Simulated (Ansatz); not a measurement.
**GeH₄OS: up Jacob's ladder to CCSD(T)**

An exercise on one series of results from a longer session: the logs are not shown, and one member is left open.

Program: Ansatz 0.2.0, Gaussian basis. Level of theory: functionals in def2-TZVPP, the program's frozen cores in correlated methods. These are calculated values, not measurements.

Levels to be run: LDA (SPW92), PBE-D4, revPBE-D4, BLYP-D4, r2SCAN-D4, B97M-V, PBE0-D4, B3LYP-D4, r2SCANh-D4, r2SCAN0-D4, HSE06-D4, BHLYP-D4, CAM-B3LYP-D4, LC-ωPBE, ωB97X-V, ωB97M-V, B2PLYP, PBE-QIDH; CCSD(T)/def2-SVP; CCSD(T)/def2-TZVPP; MP2/def2-QZVPP; extrapolation to the limit; RPA on PBE.

## The geometry

The geometry comes from an earlier relaxation with PBE0-D4 in a triple-zeta def2 set; it is a stationary point, not always the lowest conformer.

7 atoms, charge 0, spin multiplicity 1.

Atoms are counted from 1 here; the program's logs count them from 0.

Bond lengths: O1–Ge2 1.777 Å, O1–H4 0.960 Å, Ge2–S3 2.219 Å, Ge2–H5 1.537 Å, Ge2–H6 1.530 Å, S3–H7 1.343 Å. Angles: Ge2–O1–H4 112.2°, O1–Ge2–S3 110.8°, O1–Ge2–H5 111.4°, O1–Ge2–H6 103.7°, S3–Ge2–H5 104.7°, S3–Ge2–H6 112.3°, H5–Ge2–H6 114.1°, Ge2–S3–H7 94.0°.

The first run:

in.yaml reads:

```yaml
crystal:
  periodic: [false, false, false]
  atoms:
    - {symbol: O, position_ang: [-1.545075, -0.180829, 0.292940]}
    - {symbol: Ge, position_ang: [-0.013937, 0.504678, -0.292040]}
    - {symbol: S, position_ang: [1.646376, -0.945563, -0.039245]}
    - {symbol: H, position_ang: [-1.715530, -1.052850, -0.071780]}
    - {symbol: H, position_ang: [-0.064406, 0.780816, -1.803325]}
    - {symbol: H, position_ang: [0.174189, 1.758133, 0.565436]}
    - {symbol: H, position_ang: [1.579484, -0.932484, 1.302413]}
basis:
  gaussian: {orbitals: def2-TZVPP}
hamiltonian: {xc: lda}
output: {orbitals: {seedname: orbitals}}
```

On the command line:

```console
> ansatz run in.yaml --threads 2 --pin off --events-out ev --progress --plain --max-ram 4352MiB
```

Among the steps run: LDA; PBE-D4 (GGA); revPBE-D4 (GGA); BLYP-D4 (GGA); r2SCAN-D4 (meta-GGA); B97M-V (meta-GGA); PBE0-D4 (hybrid); B3LYP-D4 (hybrid); r2SCANh-D4 (hybrid); r2SCAN0-D4 (hybrid); HSE06-D4 (hybrid); BHLYP-D4 (hybrid); CAM-B3LYP-D4 (range-separated); LC-ωPBE (range-separated); ωB97X-V (range-separated); ωB97M-V (range-separated); B2PLYP (double hybrid); PBE-QIDH (double hybrid).

One table of the session follows, with a row left open; its other results are not shown here.

It belongs to the step «Orbital energies across the functionals». 

| functional | HOMO (eV) | gap (eV) |
| --- | --- | --- |
| LDA (SPW92) | -6.47 | 5.45 |
| PBE-D4 | -6.34 | 5.54 |
| revPBE-D4 | -6.29 | 5.58 |
| BLYP-D4 | -6.18 | 5.42 |
| r2SCAN-D4 | -6.64 | 6.16 |
| B97M-V | ? | ? |
| PBE0-D4 | -7.61 | 7.79 |
| B3LYP-D4 | -7.35 | 7.21 |
| r2SCANh-D4 | -7.11 | 6.97 |
| r2SCAN0-D4 | -7.81 | 8.18 |
| HSE06-D4 | -7.21 | 7.01 |
| BHLYP-D4 | -8.72 | 9.79 |
| CAM-B3LYP-D4 | -8.94 | 10.12 |
| LC-ωPBE | -10.37 | 12.81 |
| ωB97X-V | -9.99 | 12.28 |
| ωB97M-V | -9.82 | 11.80 |

Q: Estimate the row for B97M-V from the others.

**Answer.** HOMO (eV): -6.73; gap (eV): 6.18. In the column «HOMO (eV)» it lies between r2SCANh-D4 (-7.11) and r2SCAN-D4 (-6.64).
